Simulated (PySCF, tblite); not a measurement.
# C₅H₁₁FN+: dynamics, then NMR shifts on frames, part 2 of 2

tblite 0.8.0 and PySCF 2.14.0. Atoms count from 0.

### Step 5. Nuclear shieldings: 625 fs, PBE0/pcSseg-1

Job settings and geometry (Å):

```
{"job": {"kind": "nmr", "xc": "PBE0", "basis": "pcSseg-1", "pop": false}, "charge": 1, "multiplicity": 1}
C      1.830400    -1.000700     1.318800
C      0.871800    -1.364500     0.226700
C      0.787800    -0.404100    -0.971800
C     -0.723600    -0.308600    -0.675800
C     -1.311900     1.080200    -0.442200
F     -0.658100     1.572800     0.707900
N     -0.571600    -1.068000     0.570700
H      1.620300    -1.546800     2.199100
H      2.813400    -1.250200     0.972000
H      1.865000     0.074100     1.526300
H      0.982800    -2.410500    -0.053100
H      1.403600     0.486000    -0.935300
H      0.929200    -0.884000    -1.950700
H     -1.323400    -0.907800    -1.333000
H     -2.353200     0.936900    -0.224400
H     -0.999100     1.756200    -1.261200
H     -1.216300    -1.815800     0.768400
H     -0.655400    -0.386400     1.352100
```

Level: GIAO PBE0/pcSseg-1 NMR shielding, non-relativistic, gas phase.

Standard output:

```text
coarse grid: 14400 points
cycle   1  E = -350.9265208687  dE =  1.160e+00  |g| = 5.612e-01  |ddm| = 3.556e+00
cycle   2  E = -350.8847455330  dE =  4.178e-02  |g| = 7.860e-01  |ddm| = 1.096e+00
cycle   3  E = -350.9913033420  dE = -1.066e-01  |g| = 7.502e-02  |ddm| = 5.565e-01
cycle   4  E = -350.9921186874  dE = -8.153e-04  |g| = 3.318e-02  |ddm| = 7.503e-02
cycle   5  E = -350.9923357145  dE = -2.170e-04  |g| = 6.708e-03  |ddm| = 2.523e-02
cycle   6  E = -350.9923427112  dE = -6.997e-06  |g| = 2.362e-03  |ddm| = 4.771e-03
final grid: 137728 points
cycle   7  E = -351.0387954888  dE = -5.739e-05  |g| = 9.118e-03  |ddm| = 3.797e-02
cycle   8  E = -351.0387870878  dE =  8.401e-06  |g| = 1.156e-02  |ddm| = 1.448e-02
cycle   9  E = -351.0388147769  dE = -2.769e-05  |g| = 1.277e-03  |ddm| = 7.747e-03
cycle  10  E = -351.0388150245  dE = -2.476e-07  |g| = 2.905e-04  |ddm| = 9.894e-04
cycle  11  E = -351.0388150377  dE = -1.317e-08  |g| = 6.794e-05  |ddm| = 2.440e-04
cycle  12  E = -351.0388150386  dE = -8.752e-10  |g| = 2.363e-05  |ddm| = 6.834e-05
converged SCF energy = -351.0388150386

GIAO shielding tensors (ppm)
atom      isotropic    diamagn.    paramagn.     s11        s22        s33       span
  0 C      167.360     245.376     -78.016    153.335    159.391    189.354     36.019
  1 C      125.654     252.208    -126.554     87.028    122.444    167.489     80.461
  2 C      158.004     249.468     -91.464    143.428    148.168    182.415     38.986
  3 C      132.318     255.310    -122.992    105.709    137.569    153.676     47.966
  4 C       99.344     241.865    -142.522     70.125     81.984    145.923     75.797
  5 F      429.531     475.285     -45.754    393.323    430.327    464.944     71.621
  6 N      202.118     327.522    -125.404    183.132    192.589    230.633     47.501
  7 H       30.740      27.823       2.917     26.247     27.757     38.216     11.969
  8 H       30.146      26.875       3.270     25.659     26.800     37.978     12.319
  9 H       29.509      28.840       0.668     25.118     29.480     33.928      8.810
 10 H       26.743      30.147      -3.404     23.465     26.080     30.684      7.219
 11 H       29.061      30.804      -1.744     26.332     27.236     33.614      7.282
 12 H       28.270      29.919      -1.648     24.593     25.872     34.346      9.753
 13 H       27.535      32.407      -4.872     25.086     25.467     32.052      6.967
 14 H       26.909      28.018      -1.110     21.548     26.623     32.556     11.008
 15 H       25.876      26.923      -1.047     21.792     24.630     31.207      9.415
 16 H       27.689      32.019      -4.330     22.034     22.788     38.247     16.213
 17 H       25.930      32.844      -6.914     20.950     25.128     31.713     10.763
```

Wall time 1.9 min (1 thread of Intel Xeon at 2.50GHz, shared host); peak memory 0.82 GiB.

In short: δ C4 87.6, C1 61.3, C3 54.6, C2 28.9, H15 5.84, H17 5.79 ppm.

### Step 6. Nuclear shieldings: 800 fs, PBE0/pcSseg-1

Job settings and geometry (Å):

```
{"job": {"kind": "nmr", "xc": "PBE0", "basis": "pcSseg-1", "pop": false}, "charge": 1, "multiplicity": 1}
C      1.912400    -1.068600     1.143700
C      1.005000    -1.449900     0.027600
C      0.744300    -0.299700    -1.007100
C     -0.769300    -0.382100    -0.623100
C     -1.333800     0.942600    -0.110500
F     -0.408500     1.642500     0.598100
N     -0.467300    -1.414000     0.465700
H      1.995600    -1.833500     1.901600
H      2.921200    -0.889200     0.804800
H      1.582800    -0.094900     1.572700
H      1.310300    -2.439000    -0.370900
H      1.174100     0.686700    -0.816600
H      0.930300    -0.539200    -2.028100
H     -1.510500    -0.817400    -1.362100
H     -2.200600     0.796800     0.559100
H     -1.767700     1.518700    -0.909300
H     -1.118300    -2.229100     0.437900
H     -0.494800    -1.075500     1.456500
```

Level: GIAO PBE0/pcSseg-1 NMR shielding, non-relativistic, gas phase.

Standard output:

```text
coarse grid: 14400 points
cycle   1  E = -350.9202122324  dE =  1.001e+00  |g| = 5.588e-01  |ddm| = 3.522e+00
cycle   2  E = -350.8845205055  dE =  3.569e-02  |g| = 7.578e-01  |ddm| = 1.152e+00
cycle   3  E = -350.9866210952  dE = -1.021e-01  |g| = 6.341e-02  |ddm| = 5.762e-01
cycle   4  E = -350.9872023483  dE = -5.813e-04  |g| = 2.821e-02  |ddm| = 6.405e-02
cycle   5  E = -350.9873670706  dE = -1.647e-04  |g| = 5.785e-03  |ddm| = 2.269e-02
cycle   6  E = -350.9873729865  dE = -5.916e-06  |g| = 1.634e-03  |ddm| = 4.390e-03
final grid: 137728 points
cycle   7  E = -351.0339434151  dE = -5.884e-05  |g| = 8.543e-03  |ddm| = 3.382e-02
cycle   8  E = -351.0339365591  dE =  6.856e-06  |g| = 1.059e-02  |ddm| = 1.344e-02
cycle   9  E = -351.0339607403  dE = -2.418e-05  |g| = 1.051e-03  |ddm| = 7.342e-03
cycle  10  E = -351.0339609024  dE = -1.621e-07  |g| = 2.943e-04  |ddm| = 8.273e-04
cycle  11  E = -351.0339609163  dE = -1.394e-08  |g| = 6.152e-05  |ddm| = 2.450e-04
cycle  12  E = -351.0339609171  dE = -7.241e-10  |g| = 2.042e-05  |ddm| = 7.330e-05
converged SCF energy = -351.0339609171

GIAO shielding tensors (ppm)
atom      isotropic    diamagn.    paramagn.     s11        s22        s33       span
  0 C      162.927     247.627     -84.700    143.928    159.310    185.543     41.615
  1 C      118.116     251.266    -133.150     78.692    110.056    165.600     86.908
  2 C      156.383     248.498     -92.114    139.539    143.167    186.443     46.903
  3 C      116.037     253.722    -137.686     84.301    117.611    146.198     61.897
  4 C      105.677     238.364    -132.688     80.903     88.704    147.423     66.520
  5 F      428.143     474.243     -46.100    393.252    406.761    484.416     91.164
  6 N      177.826     326.342    -148.515    152.491    168.391    212.597     60.106
  7 H       29.867      27.286       2.581     25.452     26.751     37.397     11.946
  8 H       29.658      27.282       2.376     25.607     26.321     37.048     11.441
  9 H       29.096      29.102      -0.007     24.582     29.809     32.896      8.314
 10 H       26.039      28.605      -2.566     22.649     25.496     29.971      7.322
 11 H       28.184      29.884      -1.700     24.856     27.987     31.708      6.852
 12 H       28.959      30.290      -1.331     25.412     26.391     35.075      9.663
 13 H       26.075      29.974      -3.899     22.861     24.961     30.402      7.540
 14 H       26.472      27.540      -1.068     22.300     25.755     31.360      9.060
 15 H       26.917      27.479      -0.562     22.316     26.068     32.367     10.051
 16 H       25.903      29.582      -3.679     20.538     22.152     35.018     14.480
 17 H       26.775      31.818      -5.043     22.844     25.023     32.457      9.613
```

Wall time 94 s (1 thread of Intel Xeon at 2.50GHz, shared host); peak memory 0.82 GiB.

In short: δ C4 81.2, C3 70.9, C1 68.8, C2 30.5, H16 5.81, H10 5.68 ppm.

### Step 7. Nuclear shieldings: 1000 fs, PBE0/pcSseg-1

Job settings and geometry (Å):

```
{"job": {"kind": "nmr", "xc": "PBE0", "basis": "pcSseg-1", "pop": false}, "charge": 1, "multiplicity": 1}
C      2.081500    -1.211200     0.885200
C      1.057400    -1.381300    -0.228700
C      0.805000    -0.166000    -1.149300
C     -0.673900    -0.214100    -0.660600
C     -1.223400     1.024100     0.010700
F     -0.314200     1.349600     0.945700
N     -0.401000    -1.327500     0.280000
H      1.946300    -2.052100     1.569800
H      3.067000    -1.224400     0.411000
H      2.064500    -0.292600     1.440600
H      1.212900    -2.338800    -0.732900
H      1.240300     0.778800    -0.820600
H      0.962700    -0.367400    -2.198500
H     -1.368700    -0.550200    -1.492600
H     -2.157400     0.724500     0.504900
H     -1.354400     1.803200    -0.702400
H     -1.046800    -2.065500     0.170600
H     -0.402200    -1.007600     1.258800
```

Level: GIAO PBE0/pcSseg-1 NMR shielding, non-relativistic, gas phase.

Standard output:

```text
coarse grid: 14400 points
cycle   1  E = -350.9283621080  dE =  1.138e+00  |g| = 5.411e-01  |ddm| = 3.547e+00
cycle   2  E = -350.9006255475  dE =  2.774e-02  |g| = 7.101e-01  |ddm| = 1.071e+00
cycle   3  E = -350.9891644023  dE = -8.854e-02  |g| = 6.173e-02  |ddm| = 5.250e-01
cycle   4  E = -350.9896939722  dE = -5.296e-04  |g| = 2.663e-02  |ddm| = 5.988e-02
cycle   5  E = -350.9898386901  dE = -1.447e-04  |g| = 5.699e-03  |ddm| = 2.157e-02
cycle   6  E = -350.9898444820  dE = -5.792e-06  |g| = 1.450e-03  |ddm| = 4.105e-03
final grid: 137728 points
cycle   7  E = -351.0369403432  dE = -5.850e-05  |g| = 8.105e-03  |ddm| = 3.413e-02
cycle   8  E = -351.0369369783  dE =  3.365e-06  |g| = 9.138e-03  |ddm| = 1.323e-02
cycle   9  E = -351.0369568565  dE = -1.988e-05  |g| = 8.679e-04  |ddm| = 6.959e-03
cycle  10  E = -351.0369569689  dE = -1.124e-07  |g| = 2.562e-04  |ddm| = 6.776e-04
cycle  11  E = -351.0369569790  dE = -1.011e-08  |g| = 6.095e-05  |ddm| = 2.038e-04
cycle  12  E = -351.0369569797  dE = -6.733e-10  |g| = 1.825e-05  |ddm| = 7.002e-05
converged SCF energy = -351.0369569797

GIAO shielding tensors (ppm)
atom      isotropic    diamagn.    paramagn.     s11        s22        s33       span
  0 C      163.956     244.941     -80.985    145.115    158.767    187.985     42.870
  1 C      117.107     252.011    -134.903     73.092    115.269    162.960     89.868
  2 C      158.950     250.296     -91.346    144.020    150.696    182.135     38.114
  3 C      127.820     254.810    -126.990    103.633    128.430    151.397     47.764
  4 C      107.591     241.532    -133.942     85.849     91.744    145.179     59.330
  5 F      446.451     475.342     -28.891    409.811    444.651    484.890     75.078
  6 N      199.572     327.376    -127.803    182.288    188.802    227.628     45.340
  7 H       29.827      26.346       3.481     25.184     27.136     37.161     11.977
  8 H       29.429      25.730       3.699     25.063     26.215     37.009     11.946
  9 H       29.685      29.280       0.405     25.467     29.694     33.895      8.427
 10 H       26.469      29.823      -3.354     23.319     26.002     30.086      6.767
 11 H       28.548      30.596      -2.049     25.500     27.833     32.310      6.811
 12 H       28.629      30.491      -1.862     25.068     25.892     34.927      9.859
 13 H       26.347      30.720      -4.374     23.721     24.327     30.992      7.271
 14 H       26.879      28.230      -1.351     22.029     26.084     32.525     10.496
 15 H       27.250      28.478      -1.228     22.790     26.044     32.916     10.126
 16 H       27.765      32.840      -5.075     21.819     23.724     37.753     15.934
 17 H       26.996      33.220      -6.224     23.290     24.891     32.806      9.517
```

It took 1.9 min on 1 thread of Intel Xeon at 2.50GHz, shared host; peak memory 0.82 GiB.

Key values: δ C4 79.3, C1 69.8, C3 59.1, C2 28.0, H13 5.37, H10 5.25 ppm.

### Step 8. Comparing the runs: NMR shifts

Shifts (ppm) of some atoms, chosen among heavy atoms and hydrogens apart, with basis size and wall time:

| frame | C4 | C3 | C1 | H16 | H17 | F5 | N6 | functions | time |
| --- | --- | --- | --- | --- | --- | --- | --- | --- | --- |
| 250 fs | 83.1 | 72.0 | 58.2 | 5.97 | 4.13 | -258.9 | 79.3 | 174 | 89 s |
| 425 fs | 85.2 | 70.4 | 59.5 | 5.46 | 6.05 | -261.2 | 83.4 | 174 | 1.7 min |
| 625 fs | 87.6 | 54.6 | 61.3 | 4.03 | 5.79 | -258.6 | 65.6 | 174 | 1.9 min |
| 800 fs | 81.2 | 70.9 | 68.8 | 5.81 | 4.94 | -257.2 | 89.9 | 174 | 94 s |
| 1000 fs | 79.3 | 59.1 | 69.8 | 3.95 | 4.72 | -275.5 | 68.2 | 174 | 1.9 min |

### Step 9. Summary of results

The summary covers parts 1 to 2.

```
                                        quantity                                                                 value
                                      thermostat                                                                 200 K
                   mean temperature, second half                                                                 164 K
         mean potential energy above the minimum                                                               0.37 eV
  13C shifts against TMS (PBE0/pcSseg-1, 250 fs)                                      83.1, 72.0, 58.2, 34.4, 25.3 ppm
   1H shifts against TMS (PBE0/pcSseg-1, 250 fs)  5.97, 5.70, 5.52, 5.25, 4.66, 4.18, 4.13, 3.44, 2.27, 2.17, 1.66 ppm
19F shifts against CFCl3 (PBE0/pcSseg-1, 250 fs)                                                            -258.9 ppm
  15N shifts against NH3 (PBE0/pcSseg-1, 250 fs)                                                              79.3 ppm
                        range of the shift of N6                                                      65.6 to 89.9 ppm
```

In the second half the potential energy averages 0.37 eV above the minimum; equipartition over 48 harmonic modes at 200 K would give 0.41 eV. With 18 atoms the temperature swings widely (109 to 258 K). Shifts at one fixed geometry are not the observed spectrum, which averages over the motion. In ppm, N6 moves most: its shift spreads over 24.3 ppm, from 65.6 (625 fs) to 89.9 (800 fs).
